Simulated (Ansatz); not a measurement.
# CH₂AlClO: ionisation energy by level of theory

Aim: the vertical ionisation energy of CH₂AlClO, as cation minus neutral at the neutral's geometry, on several levels, and how well −ε(HOMO) stands in for it.

Program: Ansatz 0.2.0, Gaussian basis. Level of theory: unrestricted cation, the program's frozen cores in correlated methods. These are calculated values, not measurements.

Levels to be run: UKS PBE-D4/def2-TZVPP; UKS r2SCAN-D4/def2-TZVPP; UKS PBE0-D4/def2-TZVPP; UKS B3LYP-D4/def2-TZVPP; UKS wB97X-V/def2-TZVPP; UKS wB97M-V/def2-TZVPP; UKS B2PLYP/def2-TZVPP; UHF-CCSD(T)/def2-TZVPP; UHF-MP2/def2-QZVPP; extrapolation to the limit; then −ε(HOMO) from the neutral's earlier runs with LDA (SPW92), PBE-D4, revPBE-D4, BLYP-D4, r2SCAN-D4, B97M-V, PBE0-D4, B3LYP-D4, r2SCANh-D4, r2SCAN0-D4, HSE06-D4, BHLYP-D4, CAM-B3LYP-D4, LC-ωPBE, ωB97X-V, ωB97M-V.

## (1) The geometry

All runs share one geometry, relaxed beforehand with PBE0-D4 in a triple-zeta def2 set.

SMILES `[Cl][Al]1[CH2][O]1`, 6 atoms, charge 0, spin multiplicity 1.

Atoms are counted from 1 here; the program's logs count them from 0.

Bond lengths: Cl1–Al2 2.065 Å, Al2–C3 1.870 Å, Al2–O4 1.694 Å, C3–O4 1.500 Å, C3–H5 1.090 Å, C3–H6 1.090 Å. Angles: Cl1–Al2–C3 170.3°, Cl1–Al2–O4 140.3°, C3–Al2–O4 49.5°, Al2–C3–O4 59.1°, Al2–C3–H5 123.5°, Al2–C3–H6 123.5°, O4–C3–H5 112.5°, O4–C3–H6 112.5°, H5–C3–H6 111.3°, Al2–O4–C3 71.4°.

## (2) Cation, UKS PBE-D4/def2-TZVPP

Input file in.yaml:

```yaml
crystal:
  periodic: [false, false, false]
  atoms:
    - {symbol: Cl, position_ang: [-2.120755, -2.149256, 0.446810]}
    - {symbol: Al, position_ang: [-0.682921, -0.707001, 0.103800]}
    - {symbol: C, position_ang: [0.624389, 0.630282, 0.108767]}
    - {symbol: O, position_ang: [0.141768, 0.030611, -1.178593]}
    - {symbol: H, position_ang: [1.681917, 0.437727, 0.288273]}
    - {symbol: H, position_ang: [0.397702, 1.693535, 0.184744]}
basis:
  gaussian: {orbitals: def2-TZVPP}
total_charge: 1
magnetization: {spin_polarized: true, initial_magnetization: 1}
hamiltonian: {xc: pbe, dispersion: d4}
```

Command:

```
ansatz run in.yaml --threads 2 --pin off --events-out ev --progress --plain --max-ram 4352MiB
```

Further steps of the session: Cation, UKS r2SCAN-D4/def2-TZVPP; Cation, UKS PBE0-D4/def2-TZVPP; Cation, UKS B3LYP-D4/def2-TZVPP; Cation, UKS wB97X-V/def2-TZVPP; Cation, UKS wB97M-V/def2-TZVPP; Cation, UKS B2PLYP (frozen core)/def2-TZVPP; Cation, UHF-CCSD(T)/def2-TZVPP; Cation, UHF-MP2/def2-QZVPP.

**Question.** What will the summary of the whole plan be? Wanted: ionisation energy, CCSD(T)/CBS; nearest functional by difference; nearest −ε(HOMO); −ε(HOMO) of PBE; T1 of the cation.

As calculated:

```
                        quantity               value
  ionisation energy, CCSD(T)/CBS             9.30 eV
nearest functional by difference  ωB97M-V (-0.15 eV)
                nearest −ε(HOMO)  ωB97X-V (-0.10 eV)
                 −ε(HOMO) of PBE             5.59 eV
                T1 of the cation               0.021
```

What this shows: Energy differences with functionals land within 0.32 eV of the reference. The PBE orbital energy is 3.7 eV too small: a semilocal HOMO is no ionisation energy. Among orbital estimates ωB97X-V comes nearest. Hartree-Fock falls 1.14 eV short, as the neutral has more correlation energy than the cation. The cation may have settled in a state other than its lowest; no search over hole states beyond the program's own was made.
